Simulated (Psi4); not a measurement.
# GaSiH4OF (SMILES [F][GaH][O][SiH3]) at PBE/6-31G(d) (spherical functions)

What is the energy change on altering one bond length of GaSiH4OF at PBE/6-31G* (spherical functions)? 

Program for the calculation: Psi4 1.11.

6 further runs of the same task are left out: 6 that didn't finish.

### 1 The structure to begin with

The species is GaSiH4OF (8 atoms), meant as a singlet with charge 0. As SMILES, `[F][GaH][O][SiH3]`. Geometry: relaxed at PBE0-D4/def2-TZVP. This is one conformer, not always the lowest.

Bond lengths: F1–Ga2 1.751 Å, Ga2–O3 1.763 Å, O3–Si4 1.639 Å, Ga2–H5 1.537 Å, Si4–H6 1.485 Å, Si4–H7 1.487 Å, Si4–H8 1.487 Å. Angles: F1–Ga2–O3 113.0°, Ga2–O3–Si4 138.2°, F1–Ga2–H5 121.9°, O3–Ga2–H5 125.1°, O3–Si4–H6 108.0°, O3–Si4–H7 111.0°, O3–Si4–H8 111.0°, H6–Si4–H7 109.1°, H6–Si4–H8 109.1°, H7–Si4–H8 108.7°.

### 2 Energy and forces at PBE/6-31G(d) (spherical functions)

Contents of job.in:

```
memory 2200 mb

molecule system {
  0 1
  F      0.857100     1.472000     1.846200
  Ga     1.323900     1.220200     0.177500
  O      0.322200     0.024800    -0.644000
  Si    -0.952800    -0.945800    -0.299100
  H      2.493100     1.984200    -0.463100
  H     -1.287500    -1.717200    -1.523200
  H     -0.618600    -1.894300     0.796900
  H     -2.137300    -0.143800     0.108800
  units angstrom
  symmetry c1
}

set basis 6-31G*
set puream true
set e_convergence 1e-09
set d_convergence 1e-08
set scf_type pk
set dft_radial_points 99
set dft_spherical_points 590

gradient("pbe")
```

Launch:

```bash
psi4 -i job.in -o job.out -n 1
```

job.out:

```text
[...]
  Running in c1 symmetry.
[...]
  Nuclear repulsion =  350.543607574192208
[...]
  Multiplicity = 1
[...]
  Nalpha       = 33
  Nbeta        = 33
[...]
    Number of basis functions: 86
[...]
   @RKS iter   1: -2388.90159905509017   -1.36313e+00   3.59461e-02 DIIS/ADIIS
[...]
   @RKS iter  14: -2390.97335914037649    4.54747e-13   3.38560e-09 DIIS
[...]
    Orbital Energies [Eh]
    ---------------------
    Doubly Occupied:
       1A   -370.962025     2A    -65.419347     3A    -45.390360
       4A    -40.239184     5A    -40.234177     6A    -40.233940
       7A    -24.231623     8A    -18.772439     9A     -5.327738
      10A     -5.064957    11A     -3.659633    12A     -3.649189
      13A     -3.648118    14A     -3.477531    15A     -3.474658
      16A     -3.474637    17A     -1.028246    18A     -0.898105
      19A     -0.771054    20A     -0.769816    21A     -0.768643
      22A     -0.764351    23A     -0.754912    24A     -0.496740
      25A     -0.428413    26A     -0.368329    27A     -0.354910
      28A     -0.340061    29A     -0.323173    30A     -0.319014
      31A     -0.303203    32A     -0.266789    33A     -0.265695
[...]
  @RKS Final Energy: -2390.97335914037649
   => Energetics <=
    Nuclear Repulsion Energy =            350.5436075741922082
    One-Electron Energy =               -4028.5159149387309299
    Two-Electron Energy =                1402.9249867841799642
    DFT Exchange-Correlation Energy =    -115.9260385600177017
    Empirical Dispersion Energy =           0.0000000000000000
    VV10 Nonlocal Energy =                  0.0000000000000000
    Total Energy =                      -2390.9733591403764876
[...]
 Multipole Moments:
 ------------------------------------------------------------------------------------
     Multipole            Electronic (a.u.)      Nuclear  (a.u.)        Total (a.u.)
 ------------------------------------------------------------------------------------
 L = 1.  Multiply by 2.5417464519 to convert [e a0] to [Debye]
 Dipole X            :          9.0065638           -8.6385001            0.3680637
 Dipole Y            :          8.9187598           -8.7550531            0.1637066
 Dipole Z            :          2.7756390           -3.1736654           -0.3980264
 Magnitude           :                                                    0.5663001
[...]
  -Total Gradient:
     Atom            X                  Y                   Z
    ------   -----------------  -----------------  -----------------
       1        0.002392864857    -0.001399447485    -0.008811860623
       2       -0.005388940726    -0.005569484576    -0.002274080596
       3       -0.009445744203    -0.002301104198     0.014932954468
       4        0.010223294531     0.006754317587    -0.005335936522
       5       -0.004142839568    -0.002519570814     0.002756736899
       6        0.001478625979     0.002890458008     0.004073665252
       7       -0.000215447719     0.004135586319    -0.003872196461
       8        0.005098363868    -0.001989134622    -0.001465767848
[...]
```

Wall time 18 s (1 thread of Intel Xeon 6975P-C (Granite Rapids), shared host); peak memory 1.1 GiB.

### 3 The distorted shape at the same level

Contents of calc.inp:

```
memory 2.2 GB

molecule system {
  F      1.048378     1.617611     1.794457
  Ga     1.515178     1.365811     0.125757
  O      0.513478     0.170411    -0.695743
  Si    -0.952800    -0.945800    -0.299100
  H      2.684378     2.129811    -0.514843
  H     -1.287500    -1.717200    -1.523200
  H     -0.618600    -1.894300     0.796900
  H     -2.137300    -0.143800     0.108800
  units angstrom
  symmetry c1
}

set basis 6-31G*
set puream true
set e_convergence 1e-09
set d_convergence 1e-08
set scf_type pk
set dft_radial_points 99
set dft_spherical_points 590

e_tot, wfn = gradient("pbe", return_wfn=True)
oeprop(wfn, "QUADRUPOLE", "LOWDIN_CHARGES", "DIPOLE")
print_variables()
```

Launch:

```bash
psi4 -n 1 calc.inp calc.out
```

calc.out (excerpt; [...] marks lines left out):

```text
[...]
  Running in c1 symmetry.
[...]
  Nuclear repulsion =  338.897794062359822
[...]
  Multiplicity = 1
[...]
  Nalpha       = 33
  Nbeta        = 33
[...]
    Number of basis functions: 86
[...]
   @RKS iter   1: -2388.88889857578897   -1.52522e+00   3.58830e-02 DIIS/ADIIS
[...]
   @RKS iter  15: -2390.95742861624922    9.09495e-13   8.52567e-10 DIIS
[...]
  @RKS Final Energy: -2390.95742861624922
   => Energetics <=
    Nuclear Repulsion Energy =            338.8977940623598215
    One-Electron Energy =               -4005.7387050601842020
    Two-Electron Energy =                1391.7222533327601468
    DFT Exchange-Correlation Energy =    -115.8387709511849266
    Empirical Dispersion Energy =           0.0000000000000000
    VV10 Nonlocal Energy =                  0.0000000000000000
    Total Energy =                      -2390.9574286162492172
[...]
  -Total Gradient:
     Atom            X                  Y                   Z
    ------   -----------------  -----------------  -----------------
       1        0.002034781894    -0.002768633433    -0.011493992159
       2        0.000352234491    -0.000333929099    -0.001637258346
       3        0.055482163586     0.048663402412     0.001265241313
       4       -0.050710383996    -0.041134224993     0.007350067649
       5       -0.004473769812    -0.002726590281     0.002956561020
       6       -0.001946209498     0.000132710423     0.004616861011
       7       -0.002716873484     0.001779157283    -0.002567566853
       8        0.001960836019    -0.003610851913    -0.000449455174
[...]
 Multipole Moments:
 ------------------------------------------------------------------------------------
     Multipole            Electronic (a.u.)      Nuclear  (a.u.)        Total (a.u.)
[...]
```

It took 18 s on 1 thread of Intel Xeon 6975P-C (Granite Rapids), shared host; peak memory 1.1 GiB.

### 4 What came out

Level: PBE/6-31G* (spherical functions).

| quantity | value |
| --- | --- |
| first shape: total energy | -2390.97336 Eh |
| first shape: dipole moment | 1.44 D |
| first shape: HOMO energy | -7.23 eV |
| first shape: LUMO energy | -1.84 eV |
| first shape: HOMO–LUMO gap | 5.39 eV |
| first shape: largest force on an atom | 0.916 eV/Å |
| distorted shape: total energy | -2390.95743 Eh |
| distorted shape: dipole moment | 1.09 D |
| distorted shape: HOMO energy | -7.01 eV |
| distorted shape: LUMO energy | -1.67 eV |
| distorted shape: HOMO–LUMO gap | 5.33 eV |
| distorted shape: largest force on an atom | 3.795 eV/Å |
| energy change with the O3–Si4 bond stretched from 1.639 to 1.885 Å | 0.433 eV |

With the O3–Si4 bond stretched from 1.639 to 1.885 Å the energy rises by 0.43 eV (10.0 kcal/mol). The first shape isn't relaxed at this level, so the change isn't measured from a minimum. The largest force (first shape) is 0.92 eV/Å: the shape isn't a stationary point for this species at this level.
